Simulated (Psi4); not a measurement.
**InPH6 (SMILES [PH3+][InH3-]) at TPSSh/def2-SVP (core potential)**

What is the vertical ionisation energy of InPH6 at TPSSh/def2-SVP (core potential)? Input form: a Python script.

The results are computed with Psi4 1.11.

3 further runs of the same task are left out: 3 set aside as unsound or not needed.

**1. The structure to begin with**

InPH6: 8 atoms, total charge 0, spin state singlet. As SMILES, `[PH3+][InH3-]`. The shape is that of a PBE0-D4/def2-TZVP optimisation.

Bond lengths: P1–In2 2.782 Å, P1–H3 1.411 Å, P1–H4 1.411 Å, P1–H5 1.411 Å, In2–H6 1.731 Å, In2–H7 1.731 Å, In2–H8 1.731 Å. Some angles: P1–In2–H6 95.3°, P1–In2–H7 95.1°, P1–In2–H8 95.2°, In2–P1–H3 119.8°, In2–P1–H4 119.6°, In2–P1–H5 119.7°, H6–In2–H7 119.2°, H6–In2–H8 119.2°, H7–In2–H8 119.2°, H3–P1–H4 97.6°.

**2. Energy and gradient at TPSSh/def2-SVP (core potential)**

The input, h6inp.xyz:

```xyz
8
H6InP
P     -0.593300     0.062600    -1.026600
In     0.822000    -0.099900     1.362800
H     -1.997500    -0.077200    -1.021800
H     -0.318900    -0.855700    -2.062100
H     -0.526800     1.240500    -1.800800
H      0.023300     1.240800     2.111900
H      2.376100     0.140700     0.638900
H      0.307400    -1.708800     1.741800
```

The input, h6inp.py:

```python
import psi4

psi4.set_memory('1600 MB')
psi4.set_num_threads(1)
psi4.set_output_file('h6inp.out', False)

with open('h6inp.xyz') as f:
    atoms = ''.join(f.readlines()[2:])
molecule = psi4.geometry('0 1\n' + atoms + 'symmetry c1')

psi4.set_options({
    'puream': True,
    'e_convergence': 1e-09,
    'd_convergence': 1e-08,
    'scf_type': 'pk',
    'dft_radial_points': 99,
    'dft_spherical_points': 590,
})

e, wfn = psi4.gradient("tpssh/def2-SVP", molecule=molecule, return_wfn=True)
psi4.oeprop(wfn, "WIBERG_LOWDIN_INDICES", "LOWDIN_CHARGES", "MULLIKEN_CHARGES", title="TPSSH")
print('gradient / Eh bohr^-1')
print(e.np.round(6))
print(f'energy = {wfn.energy():.10f} Eh')
```

Command:

```
$ python h6inp.py
```

h6inp.out (excerpt; [...] marks lines left out):

```text
[...]
    !!!  WARNING: ECP capability is in beta. Please check occupations closely.  !!!
[...]
  Running in c1 symmetry.
[...]
  Nuclear repulsion =  114.498465873388241
[...]
  Multiplicity = 1
[...]
  Nalpha       = 21
  Nbeta        = 21
[...]
    Number of basis functions: 74
[...]
   @RKS iter   1:  -534.81151664195863   -9.79894e-01   4.42674e-03 DIIS/ADIIS
[...]
   @RKS iter  10:  -534.89076696932148   -1.59162e-12   1.64917e-09 DIIS
[...]
    Orbital Energies [Eh]
    ---------------------
    Doubly Occupied:
       1A    -76.968969     2A     -6.539274     3A     -4.693499
       4A     -4.693498     5A     -4.689558     6A     -4.573356
       7A     -2.993655     8A     -2.983980     9A     -2.983978
      10A     -0.706667    11A     -0.697497    12A     -0.697494
      13A     -0.694569    14A     -0.694563    15A     -0.671547
      16A     -0.422187    17A     -0.422172    18A     -0.408781
      19A     -0.299937    20A     -0.256659    21A     -0.256637
[...]
  @RKS Final Energy:  -534.89076696932148
   => Energetics <=
    Nuclear Repulsion Energy =            114.4984658733882412
    One-Electron Energy =               -1038.1771931047851467
    Two-Electron Energy =                 426.8154231642237164
    DFT Exchange-Correlation Energy =     -38.0274629021482582
    Empirical Dispersion Energy =           0.0000000000000000
    VV10 Nonlocal Energy =                  0.0000000000000000
    Total Energy =                       -534.8907669693214757
[...]
 Multipole Moments:
 ------------------------------------------------------------------------------------
     Multipole            Electronic (a.u.)      Nuclear  (a.u.)        Total (a.u.)
 ------------------------------------------------------------------------------------
 L = 1.  Multiply by 2.5417464519 to convert [e a0] to [Debye]
 Dipole X            :         23.3264593          -24.1258469           -0.7993877
 Dipole Y            :         -2.6755863            2.7669997            0.0914134
 Dipole Z            :         39.3976043          -40.7472971           -1.3496928
 Magnitude           :                                                    1.5713204
[...]
  -Total Gradient:
     Atom            X                  Y                   Z
    ------   -----------------  -----------------  -----------------
       1        0.000102420635    -0.000031295023     0.000116323984
       2       -0.001222226554     0.000135672952    -0.002065084693
       3        0.002475332297     0.000293819346    -0.000374771354
       4       -0.000731531194     0.001823856067     0.001690119863
       5       -0.000342658022    -0.002240802187     0.001123106875
       6        0.001052231880    -0.001746264604    -0.000969194714
       7       -0.002007218218    -0.000309542068     0.000950173756
       8        0.000676295271     0.002074827431    -0.000467461520
[...]
  Mulliken Charges: (a.u.)
   Center  Symbol    Alpha    Beta     Spin     Total
       1     P     7.46647  7.46647  0.00000  0.06706
       2    IN    10.38497 10.38497  0.00000  0.23006
       3     H     0.48158  0.48158  0.00000  0.03684
       4     H     0.48156  0.48156  0.00000  0.03688
       5     H     0.48156  0.48156  0.00000  0.03687
       6     H     0.56793  0.56793  0.00000 -0.13586
       7     H     0.56799  0.56799  0.00000 -0.13597
       8     H     0.56794  0.56794  0.00000 -0.13588
   Total alpha = 21.00000, Total beta = 21.00000, Total charge =  0.00000
[...]
```

On the terminal:

```text
gradient / Eh bohr^-1
[[ 1.020e-04 -3.100e-05  1.160e-04]
 [-1.222e-03  1.360e-04 -2.065e-03]
 [ 2.475e-03  2.940e-04 -3.750e-04]
 [-7.320e-04  1.824e-03  1.690e-03]
 [-3.430e-04 -2.241e-03  1.123e-03]
 [ 1.052e-03 -1.746e-03 -9.690e-04]
 [-2.007e-03 -3.100e-04  9.500e-04]
 [ 6.760e-04  2.075e-03 -4.670e-04]]
energy = -534.8907669693 Eh
```

It took 41 s on 1 thread of Intel Xeon Platinum 8488C (Sapphire Rapids), shared host; peak memory 0.92 GiB.

**3. The doublet cation: the energy at UTPSSh/def2-SVP (core potential)**

h6inp.xyz is that of step 2.

The input, h6inp.py:

```python
import psi4

psi4.set_memory(1600000000)
psi4.set_num_threads(1)
psi4.set_output_file('psi4.out', False)

with open('h6inp.xyz') as f:
    atoms = ''.join(f.readlines()[2:])
molecule = psi4.geometry('1 2\n' + atoms + 'symmetry c1\nno_reorient\nno_com')

psi4.set_options({
    'basis': 'def2-SVP',
    'reference': 'uks',
    'puream': True,
    'e_convergence': 1e-09,
    'd_convergence': 1e-08,
    'scf_type': 'pk',
    'dft_radial_points': 99,
    'dft_spherical_points': 590,
    'maxiter': 200,
})

e, wfn = psi4.energy('tpssh', molecule=molecule, return_wfn=True)
psi4.oeprop(wfn, 'MAYER_INDICES', 'QUADRUPOLE', 'WIBERG_LOWDIN_INDICES')
print(f'total energy {e:.8f} hartree = {e * 27.211386:.5f} eV')
```

Command:

```
$ python h6inp.py
```

psi4.out (excerpt; [...] marks lines left out):

```text
[...]
    !!!  WARNING: ECP capability is in beta. Please check occupations closely.  !!!
[...]
  Running in c1 symmetry.
[...]
  Nuclear repulsion =  114.498465873388241
[...]
  Multiplicity = 2
[...]
  Nalpha       = 21
  Nbeta        = 20
[...]
    Number of basis functions: 74
[...]
   @UKS iter   1:  -534.43165578156891   -5.96797e-01   3.70016e-03 ADIIS/DIIS
[...]
   @UKS iter  21:  -534.53840567374948   -2.72848e-12   3.29923e-09 DIIS
[...]
   @S^2 Observed:                7.651009565E-01
[...]
  @UKS Final Energy:  -534.53840567374948
   => Energetics <=
    Nuclear Repulsion Energy =            114.4984658733882412
    One-Electron Energy =               -1029.1304801626483822
    Two-Electron Energy =                 417.8699395957453930
    DFT Exchange-Correlation Energy =     -37.7763309802347180
    Empirical Dispersion Energy =           0.0000000000000000
    VV10 Nonlocal Energy =                  0.0000000000000000
    Total Energy =                       -534.5384056737494802
[...]
 Multipole Moments:
 ------------------------------------------------------------------------------------
     Multipole            Electronic (a.u.)      Nuclear  (a.u.)        Total (a.u.)
 ------------------------------------------------------------------------------------
 L = 1.  Multiply by 2.5417464519 to convert [e a0] to [Debye]
 Dipole X            :        -14.7125617           15.5450761            0.8325144
 Dipole Y            :          2.2401071           -2.2272312            0.0128759
 Dipole Z            :        -23.8277865           24.2408398            0.4130534
 Magnitude           :                                                    0.9294402
 L = 2.  Multiply by 1.3450342976 to convert [e a0^2] to [Debye ang]
 Quadrupole XX       :       -125.7327696          105.6304832          -20.1022864
 Quadrupole XY       :          9.6455125           -9.5349051            0.1106074
[...]
```

On the terminal:

```text
total energy -534.53840567 hartree = -14545.53089 eV
```

Wall time 96 s (1 thread of Intel Xeon Platinum 8488C (Sapphire Rapids), shared host); peak memory 0.93 GiB.

**4. What came out**

At TPSSh/def2-SVP (core potential):

| quantity | value |
| --- | --- |
| singlet InPH6: total energy | -534.89077 Eh |
| singlet InPH6: dipole moment | 3.99 D |
| singlet InPH6: HOMO energy | -6.98 eV |
| singlet InPH6: LUMO energy | -0.50 eV |
| singlet InPH6: HOMO–LUMO gap | 6.49 eV |
| singlet InPH6: largest force on an atom | 0.133 eV/Å |
| doublet cation: total energy | -534.53841 Eh |
| doublet cation: HOMO energy (highest over α and β) | -12.73 eV |
| doublet cation: LUMO energy (lowest over α and β) | -12.09 eV |
| doublet cation: ⟨S²⟩ | 0.765 |
| vertical ionisation energy (to the doublet cation) | 9.588 eV |

**Reading.** Removing an electron at fixed nuclei costs 9.59 eV (221 kcal/mol). −ε(HOMO) before ionisation, 6.98 eV, is 2.60 eV below this ionisation energy.
